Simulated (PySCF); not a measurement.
**C₃H₆F₃Si−: runs on many settings**

Aim: see how C₃H₆F₃Si− (`FC(F)(F)CC[SiH2-]`) answers to the choice of functional, basis, grid and SCF options, and what happens with inputs that are wrong on purpose.

Programs: PySCF 2.14.0, with density-fitted response routines of our own. Each step states its level of theory. These are calculated values for one molecule, in the gas phase or a continuum, unless marked as measured. Atoms count from 0, in the outputs and in this text.

## Step 1: Starting geometry

13 atoms, charge -1, multiplicity 1; geometry from: GFN2-xTB.

Bonds of the start (Å): F0–C1 1.35, C1–F2 1.35, C1–F3 1.37, C1–C4 1.50, C4–C5 1.52, C5–Si6 1.91, C4–H7 1.09, C4–H8 1.09, C5–H9 1.09, C5–H10 1.09, Si6–H11 1.48, Si6–H12 1.48.

## Step 2: NMR shieldings: PBE0/pcSseg-1

What the job is given:

```
{"job": {"kind": "nmr", "xc": "PBE0", "basis": "pcSseg-1"}, "charge": -1, "multiplicity": 1}
F     -2.347296    -0.709935     0.385912
C     -1.688561     0.352879    -0.118335
F     -1.951060     1.375613     0.720010
F     -2.377939     0.666725    -1.260571
C     -0.222551     0.112560    -0.356273
C      0.552906    -0.234402     0.902606
Si     2.406118    -0.527132     0.530642
H     -0.144308    -0.701536    -1.082178
H      0.182715     1.022144    -0.808250
H      0.122382    -1.130461     1.357750
H      0.446061     0.576408     1.628242
H      2.718917     0.708483    -0.224281
H      2.298230    -1.510858    -0.571594
```

With the program's defaults for keys left out, this is: GIAO PBE0/pcSseg-1 NMR shielding, non-relativistic, gas phase.

Run with:

```console
$ OMP_NUM_THREADS=1 python probes_run.py task.json out
```

One launch serves the whole session: the jobs run in the order shown.

Log:

```text
coarse grid: 11864 points
cycle   1  E = -706.1449363195  dE =  7.587e-01  |g| = 9.233e-01  |ddm| = 3.129e+00
cycle   2  E = -706.0147979333  dE =  1.301e-01  |g| = 1.334e+00  |ddm| = 1.605e+00
cycle   3  E = -706.3109455554  dE = -2.961e-01  |g| = 6.378e-02  |ddm| = 7.943e-01
cycle   4  E = -706.3117772283  dE = -8.317e-04  |g| = 3.884e-02  |ddm| = 1.366e-01
cycle   5  E = -706.3121038845  dE = -3.267e-04  |g| = 7.810e-03  |ddm| = 4.597e-02
cycle   6  E = -706.3121198716  dE = -1.599e-05  |g| = 2.645e-03  |ddm| = 1.456e-02
cycle   7  E = -706.3121213490  dE = -1.477e-06  |g| = 4.436e-04  |ddm| = 3.369e-03
final grid: 112600 points
cycle   8  E = -706.3729848952  dE = -4.471e-05  |g| = 7.635e-03  |ddm| = 3.421e-02
cycle   9  E = -706.3729741677  dE =  1.073e-05  |g| = 1.078e-02  |ddm| = 1.607e-02
cycle  10  E = -706.3729974629  dE = -2.330e-05  |g| = 4.919e-04  |ddm| = 9.046e-03
cycle  11  E = -706.3729974960  dE = -3.310e-08  |g| = 2.282e-04  |ddm| = 6.142e-04
cycle  12  E = -706.3729975043  dE = -8.314e-09  |g| = 6.306e-05  |ddm| = 2.239e-04
cycle  13  E = -706.3729975050  dE = -7.190e-10  |g| = 1.553e-05  |ddm| = 7.251e-05
converged SCF energy = -706.3729975050

GIAO shielding tensors (ppm)
atom      isotropic    diamagn.    paramagn.     s11        s22        s33       span
  0 F      265.086     474.535    -209.450    171.028    270.543    353.686    182.658
  1 C       50.666     243.765    -193.098     45.001     45.208     61.790     16.788
  2 F      265.081     474.476    -209.395    171.016    270.614    353.614    182.598
  3 F      249.160     473.966    -224.805    150.963    238.308    358.211    207.248
  4 C      133.510     250.724    -117.213     99.789    129.320    171.421     71.632
  5 C      175.180     248.081     -72.901    166.557    177.243    181.740     15.182
  6 Si     432.520     877.608    -445.087    318.305    435.967    543.289    224.984
  7 H       29.292      31.654      -2.363     24.755     31.169     31.951      7.196
  8 H       29.293      31.636      -2.343     24.754     31.171     31.953      7.200
  9 H       31.370      31.273       0.097     26.161     31.699     36.249     10.088
 10 H       31.368      31.262       0.106     26.147     31.706     36.252     10.105
 11 H       28.733      30.383      -1.650     25.211     28.579     32.409      7.197
 12 H       28.732      30.379      -1.647     25.212     28.574     32.410      7.198
```

Run time: 35 s. Hardware: 1 thread of Intel Xeon at 2.70GHz, shared host; peak memory 0.72 GiB.

Shifts follow as δ = σ(reference) − σ, with reference shieldings (ppm) from runs at the same level and on the same kind of geometry: ¹H TMS 31.72, ¹³C TMS 186.9, ²⁹Si TMS 349.2, ¹⁹F CFCl3 170.9. The references are single molecules in the gas phase, so shifts against H2O, NH3, PH3, H3PO4 or CFCl3 are not on the usual liquid scales and can be off by tens of ppm. Atoms listed in one row are averaged.

```
     atoms                          environment  σ (ppm)  δ (ppm)
        C1                           CF3 carbon     50.7    136.3
        C4                              sp3 CH2    133.5     53.4
        C5                 sp3 CH2 bonded to Si    175.2     11.7
  H11, H12    hydrogen on a silicon bonded to C    28.73     2.98
    H7, H8               hydrogen on an sp3 CH2    29.29     2.42
   H9, H10  hydrogen on an sp3 CH2 bonded to Si    31.37     0.35
F0, F2, F3              fluorine of a CF3 group    259.8    -88.8
       Si6             silicon bonded to C, 2 H    432.5    -83.4
```

The run also stored atomic charges by several schemes (e):

```
     atoms  Mulliken    IAO  Hirshfeld  ESP fit
F0, F2, F3     -0.30  -0.31      -0.13    -0.24
        C1      0.75   0.79       0.25     0.51
        C4     -0.27  -0.30      -0.11     0.01
        C5     -0.51  -0.51      -0.19     0.19
       Si6     -0.11  -0.24      -0.31    -1.21
```

Mayer bond orders: F0–C1 0.99, C1–F2 0.99, C1–F3 0.95, C1–C4 1.02, C4–C5 1.02, C5–Si6 0.81.

## Step 3: Excited states and response: PBE0/def2-SVPD

Same as in step 2 but for these lines:

```diff
@@ -1,2 +1,2 @@
-{"job": {"kind": "nmr", "xc": "PBE0", "basis": "pcSseg-1"}, "charge": -1, "multiplicity": 1}
+{"job": {"kind": "uv", "xc": "PBE0", "basis": "def2-SVPD", "nstates": 6, "ntriplets": 2}, "charge": -1, "multiplicity": 1}
 F     -2.347296    -0.709935     0.385912
```

With the program's defaults for keys left out, this is: TDDFT PBE0/def2-SVPD, vertical, gas phase, core orbitals frozen in the response.

Log:

```text
coarse grid: 11864 points
cycle   1  E = -705.7894051542  dE =  7.156e-01  |g| = 8.729e-01  |ddm| = 4.287e+00
cycle   2  E = -705.6640325448  dE =  1.254e-01  |g| = 1.255e+00  |ddm| = 9.771e+00
cycle   3  E = -705.9503889549  dE = -2.864e-01  |g| = 5.864e-02  |ddm| = 4.820e+00
cycle   4  E = -705.9510915235  dE = -7.026e-04  |g| = 3.401e-02  |ddm| = 7.060e-01
cycle   5  E = -705.9513681314  dE = -2.766e-04  |g| = 7.252e-03  |ddm| = 2.259e-01
cycle   6  E = -705.9513825809  dE = -1.445e-05  |g| = 2.013e-03  |ddm| = 6.955e-02
cycle   7  E = -705.9513836642  dE = -1.083e-06  |g| = 4.753e-04  |ddm| = 7.286e-03
final grid: 112600 points
cycle   8  E = -706.0435287466  dE = -3.875e-05  |g| = 7.767e-03  |ddm| = 1.750e-01
cycle   9  E = -706.0435167616  dE =  1.198e-05  |g| = 1.107e-02  |ddm| = 4.073e-02
cycle  10  E = -706.0435418623  dE = -2.510e-05  |g| = 4.021e-04  |ddm| = 1.646e-02
cycle  11  E = -706.0435418923  dE = -3.007e-08  |g| = 2.135e-04  |ddm| = 2.394e-03
cycle  12  E = -706.0435419006  dE = -8.312e-09  |g| = 6.009e-05  |ddm| = 7.208e-04
cycle  13  E = -706.0435419013  dE = -7.049e-10  |g| = 1.878e-05  |ddm| = 3.664e-04
converged SCF energy = -706.0435419013

Static polarisability (au): isotropic 97.722, principal 82.833 89.841 120.490

Singlet excitations
state   eV       nm        f      main configurations
  1   2.8491    435.2   0.02463   H->L 0.92
  2   3.5572    348.5   0.03704   H->L+1 0.75, H->L+2 0.16
  3   3.6574    339.0   0.08370   H->L+2 0.74, H->L+1 0.16
  4   4.0995    302.4   0.00011   H->L+3 0.97
  5   4.1483    298.9   0.06450   H->L+4 0.90
  6   4.6832    264.7   0.04738   H->L+5 0.98

Triplet excitations (Tamm-Dancoff, eV): 2.6932 3.2681
```

Run time: 44 s. Hardware: 1 thread of Intel Xeon at 2.70GHz, shared host; peak memory 0.8 GiB.

Frontier orbitals and where they lie:

```
orbital     eV                         atoms
 HOMO−3  -6.10    C5 32 %, C4 20 %, H10 13 %
 HOMO−2  -3.66  Si6 39 %, H11 26 %, H12 25 %
 HOMO−1  -3.64    C5 37 %, Si6 28 %, H12 9 %
   HOMO   0.34  Si6 65 %, H12 10 %, H11 10 %
   LUMO   3.94     C1 22 %, F3 15 %, F0 14 %
 LUMO+1   4.75    F3 24 %, Si6 18 %, C5 10 %
 LUMO+2   4.91    Si6 24 %, F2 12 %, F0 12 %
```

With each of the 6 states as a Gaussian band of 0.4 eV half-width at 1/e, the curve within the window shown has maxima at 335 nm (ε 5,400) L/(mol cm). Beyond the last state computed it falls off for lack of states. The curve at chosen wavelengths:

(nm, ε (L/mol/cm)): (249, 1127), (261, 2126), (273, 2709), (285, 3176), (297, 3751), (309, 4388), (321, 5035), (334, 5428), (346, 5169), (358, 4347), (370, 3306), (382, 2394), (394, 1774), (406, 1428), (418, 1258), (430, 1159), (442, 1067), (454, 953), (466, 818), (479, 661), (491, 523), (503, 400), (515, 297), (527, 215), (539, 153), (551, 107)

Ground-state properties from the same run:

```
           property  computed
polarisability (Å³)     14.48
 HOMO–LUMO gap (eV)      3.60
      −ε(HOMO) (eV)     -0.34
```

## Step 4: Excited states and response: BP86/pcSseg-1

Same as in step 3 but for these lines:

```diff
@@ -1,2 +1,2 @@
-{"job": {"kind": "uv", "xc": "PBE0", "basis": "def2-SVPD", "nstates": 6, "ntriplets": 2}, "charge": -1, "multiplicity": 1}
+{"job": {"kind": "uv", "xc": "BP86", "basis": "pcSseg-1", "nstates": 1, "ntriplets": 2, "tda": true, "scf": {"max_cycle": 5}}, "charge": -1, "multiplicity": 1}
 F     -2.347296    -0.709935     0.385912
```

Method: TDA BP86/pcSseg-1, vertical, gas phase, core orbitals frozen in the response.

Log:

```text
final grid: 112600 points
cycle   1  E = -706.7529205299  dE =  6.972e-01  |g| = 9.927e-01  |ddm| = 3.175e+00
cycle   2  E = -706.3426336677  dE =  4.103e-01  |g| = 1.836e+00  |ddm| = 2.252e+00
cycle   3  E = -706.9483199110  dE = -6.057e-01  |g| = 1.183e-01  |ddm| = 1.347e+00
cycle   4  E = -706.9513508687  dE = -3.031e-03  |g| = 6.401e-02  |ddm| = 2.253e-01
cycle   5  E = -706.9521608622  dE = -8.100e-04  |g| = 1.990e-02  |ddm| = 8.047e-02
SCF not converged, last energy = -706.9521608622
```

Run time: 11 s. Hardware: 1 thread of Intel Xeon at 2.70GHz, shared host; peak memory 0.5 GiB.

Diagnosis: The cap of 5 cycles ended the SCF at a gradient of 2.0e-02. Cure: raise the cap. Numbers printed on the way are no properties of the molecule.

## Step 5: Nuclear shieldings: BLYP/pcSseg-1 in acetone

Same as in step 4 but for these lines:

```diff
@@ -1,2 +1,2 @@
-{"job": {"kind": "uv", "xc": "BP86", "basis": "pcSseg-1", "nstates": 1, "ntriplets": 2, "tda": true, "scf": {"max_cycle": 5}}, "charge": -1, "multiplicity": 1}
+{"job": {"kind": "nmr", "xc": "BLYP", "basis": "pcSseg-1", "solvent": "acetone", "pop": false, "scf": {"aux": "def2-qzvpp-jkfit", "damp": 0.3}}, "charge": -1, "multiplicity": 1}
 F     -2.347296    -0.709935     0.385912
```

With the program's defaults for keys left out, this is: GIAO BLYP/pcSseg-1 NMR shielding, non-relativistic, IEF-PCM acetone.

Log:

```text
damping 0.30 in the first 6 cycles
final grid: 112600 points
cycle   1  E = -706.6983562281  dE =  6.249e-01  |g| = 1.049e+00  |ddm| = 3.175e+00
cycle   2  E = -706.7392149225  dE = -4.086e-02  |g| = 1.004e+00  |ddm| = 1.463e+00
cycle   3  E = -706.7560185918  dE = -1.680e-02  |g| = 9.515e-01  |ddm| = 1.167e+00
cycle   4  E = -706.7583890411  dE = -2.370e-03  |g| = 9.587e-01  |ddm| = 1.111e+00
cycle   5  E = -706.7673456449  dE = -8.957e-03  |g| = 9.293e-01  |ddm| = 1.068e+00
cycle   6  E = -706.3662228499  dE =  4.011e-01  |g| = 1.827e+00  |ddm| = 1.553e+00
cycle   7  E = -705.4521732898  dE =  9.140e-01  |g| = 2.963e+00  |ddm| = 2.540e+00
cycle   8  E = -706.9047450076  dE = -1.453e+00  |g| = 1.791e-01  |ddm| = 1.564e+00
cycle   9  E = -706.9074346347  dE = -2.690e-03  |g| = 1.349e-01  |ddm| = 2.332e-01
cycle  10  E = -706.9114362931  dE = -4.002e-03  |g| = 3.044e-02  |ddm| = 1.356e-01
cycle  11  E = -706.9116475876  dE = -2.113e-04  |g| = 7.248e-03  |ddm| = 3.184e-02
cycle  12  E = -706.9116556460  dE = -8.058e-06  |g| = 2.309e-03  |ddm| = 6.622e-03
cycle  13  E = -706.9116566852  dE = -1.039e-06  |g| = 4.773e-04  |ddm| = 2.144e-03
cycle  14  E = -706.9116567166  dE = -3.137e-08  |g| = 2.122e-04  |ddm| = 5.013e-04
cycle  15  E = -706.9116567239  dE = -7.365e-09  |g| = 5.528e-05  |ddm| = 1.952e-04
cycle  16  E = -706.9116567245  dE = -5.452e-10  |g| = 1.526e-05  |ddm| = 6.654e-05
converged SCF energy = -706.9116567245

GIAO shielding tensors (ppm)
atom      isotropic    diamagn.    paramagn.     s11        s22        s33       span
  0 F      247.755     475.465    -227.710    152.505    252.270    338.490    185.985
  1 C       33.763     242.987    -209.224     28.984     30.590     41.716     12.732
  2 F      247.769     475.396    -227.626    152.516    252.376    338.416    185.900
  3 F      229.539     474.380    -244.841    129.129    216.334    343.154    214.026
  4 C      124.193     250.976    -126.782     91.075    119.315    162.189     71.114
  5 C      165.564     246.726     -81.162    155.387    167.752    173.554     18.167
  6 Si     411.011     879.260    -468.249    307.649    403.070    522.314    214.664
  7 H       29.260      31.871      -2.611     24.978     31.304     31.498      6.520
  8 H       29.262      31.841      -2.580     24.976     31.306     31.503      6.526
  9 H       31.346      31.350      -0.004     26.524     31.788     35.725      9.201
 10 H       31.345      31.333       0.012     26.511     31.796     35.727      9.216
 11 H       29.164      31.469      -2.304     25.971     28.966     32.556      6.584
 12 H       29.163      31.467      -2.304     25.972     28.959     32.557      6.586
```

Run time: 33 s. Hardware: 1 thread of Intel Xeon at 2.70GHz, shared host; peak memory 0.74 GiB.

Key values: σ C1 33.8, C4 124.2, C5 165.6, F0 241.7, H11 29.16, H7 29.26 ppm (means over like atoms).

## Step 6: Nuclear shieldings: PBE0/pcseg-1

Same as in step 5 but for these lines:

```diff
@@ -1,2 +1,2 @@
-{"job": {"kind": "nmr", "xc": "BLYP", "basis": "pcSseg-1", "solvent": "acetone", "pop": false, "scf": {"aux": "def2-qzvpp-jkfit", "damp": 0.3}}, "charge": -1, "multiplicity": 1}
+{"job": {"kind": "nmr", "xc": "PBE0", "basis": "pcseg-1", "pop": false, "grid": 3}, "charge": -1, "multiplicity": 1}
 F     -2.347296    -0.709935     0.385912
```

Method: GIAO PBE0/pcseg-1 NMR shielding, non-relativistic, gas phase.

Log:

```text
coarse grid: 11864 points
cycle   1  E = -706.1065886094  dE =  7.469e-01  |g| = 8.434e-01  |ddm| = 3.497e+00
cycle   2  E = -705.9927025799  dE =  1.139e-01  |g| = 1.205e+00  |ddm| = 1.769e+00
cycle   3  E = -706.2579217117  dE = -2.652e-01  |g| = 6.177e-02  |ddm| = 8.645e-01
cycle   4  E = -706.2587298434  dE = -8.081e-04  |g| = 3.364e-02  |ddm| = 1.288e-01
cycle   5  E = -706.2589963165  dE = -2.665e-04  |g| = 7.296e-03  |ddm| = 4.600e-02
cycle   6  E = -706.2590111563  dE = -1.484e-05  |g| = 1.884e-03  |ddm| = 1.387e-02
cycle   7  E = -706.2590121108  dE = -9.545e-07  |g| = 4.208e-04  |ddm| = 3.084e-03
final grid: 163168 points
cycle   8  E = -706.3192220918  dE = -3.227e-05  |g| = 7.269e-03  |ddm| = 2.955e-02
cycle   9  E = -706.3192117573  dE =  1.033e-05  |g| = 1.028e-02  |ddm| = 1.652e-02
cycle  10  E = -706.3192340608  dE = -2.230e-05  |g| = 4.089e-04  |ddm| = 9.313e-03
cycle  11  E = -706.3192340917  dE = -3.092e-08  |g| = 1.958e-04  |ddm| = 5.879e-04
cycle  12  E = -706.3192340984  dE = -6.749e-09  |g| = 4.959e-05  |ddm| = 2.149e-04
cycle  13  E = -706.3192340990  dE = -5.152e-10  |g| = 1.454e-05  |ddm| = 7.621e-05
converged SCF energy = -706.3192340990

GIAO shielding tensors (ppm)
atom      isotropic    diamagn.    paramagn.     s11        s22        s33       span
  0 F      274.329     475.037    -200.708    184.096    279.516    359.376    175.280
  1 C       57.361     243.471    -186.111     51.758     52.472     67.852     16.094
  2 F      274.325     474.981    -200.656    184.088    279.579    359.308    175.220
  3 F      259.290     474.425    -215.135    163.478    248.862    365.529    202.051
  4 C      142.611     250.090    -107.479    106.491    138.530    182.811     76.321
  5 C      182.630     245.333     -62.703    173.477    183.474    190.938     17.461
  6 Si     441.912     879.621    -437.709    325.209    446.149    554.377    229.168
  7 H       29.474      31.348      -1.874     24.953     31.369     32.099      7.146
  8 H       29.475      31.334      -1.859     24.952     31.371     32.100      7.148
  9 H       31.431      31.062       0.369     26.010     31.935     36.347     10.337
 10 H       31.429      31.058       0.371     25.996     31.943     36.349     10.353
 11 H       28.740      31.326      -2.586     25.168     28.458     32.594      7.426
 12 H       28.738      31.322      -2.584     25.169     28.452     32.594      7.425
```

Run time: 30 s. Hardware: 1 thread of Intel Xeon at 2.70GHz, shared host; peak memory 0.68 GiB.

This run: δ C1 139.6, C4 54.3, C5 14.3, F0 -87.6, H11 3.13, H7 2.40 ppm (means over like atoms).

## Step 7: Comparing the runs: NMR shifts

Shifts (ppm), means over like atoms, with basis size and wall time:

```
                     run     C1    C4    C5   H11    H7    H9     Si6  functions  time
           PBE0/pcSseg-1  136.3  53.4  11.7  2.98  2.42  0.35   -83.4        156  35 s
BLYP/pcSseg-1 in acetone  145.1  54.7  13.3  2.62  2.52  0.44   -92.3        156  33 s
            PBE0/pcseg-1  139.6  54.3  14.3  3.13  2.40  0.44  -101.4        132  30 s
```

## Step 8: What came out

| quantity | value |
| --- | --- |
| ¹³C shifts against TMS (PBE0/pcSseg-1) | 136.3, 53.4, 11.7 ppm |
| ¹H shifts against TMS (PBE0/pcSseg-1, means over atoms taken as alike) | 2.98, 2.42, 0.35 ppm |
| ¹⁹F shifts against CFCl3 (PBE0/pcSseg-1, means over atoms taken as alike) | -88.8 ppm |
| ²⁹Si shifts against TMS (PBE0/pcSseg-1) | -83.4 ppm |
| lowest singlet (PBE0/def2-SVPD) | 2.85 eV (435 nm), f = 0.025 |
| brightest single state of those computed | state 3, 3.66 eV, f = 0.084 |
| lowest triplet | 2.69 eV |
| range of the shift of Si6 | -101.4 to -83.4 ppm |
| property runs in this session | 5, of which 1 failed and 0 gave unsound results |

What this shows: Single values in the summary come from the first run of each kind that ended normally (PBE0/pcSseg-1; PBE0/def2-SVPD), which need not be the best level. At PBE0/pcSseg-1: The widest tensor belongs to Si6: span 225 ppm, with a paramagnetic part of -445 ppm. The lowest singlet, at 2.85 eV, is HOMO→LUMO 0.92 and is weak; of the 6 states computed, the strongest absorption comes from state 3 at 3.66 eV (the last state computed is bright too, and its partners may lie past the list). State 1 absorbs in the visible (435 nm). The lowest triplet lies 0.16 eV below the lowest singlet (triplets in Tamm-Dancoff, singlets in full TDDFT). The lowest singlet lies above −ε(HOMO); no detachment energy was computed, so the anion's states may not be bound. Among the atoms with a shift in every run: In ppm, Si6 moves most: its shift spreads over 18.0 ppm, from -101.4 (PBE0/pcseg-1) to -83.4 (PBE0/pcSseg-1). Part of that comes from the computed reference. At PBE0/pcSseg-1 the HOMO lies above zero (+0.56 eV), as often for anions in the gas phase: self-interaction error lifts it, or the electron is held by the finite basis alone; counter-ions and solvent are missing.
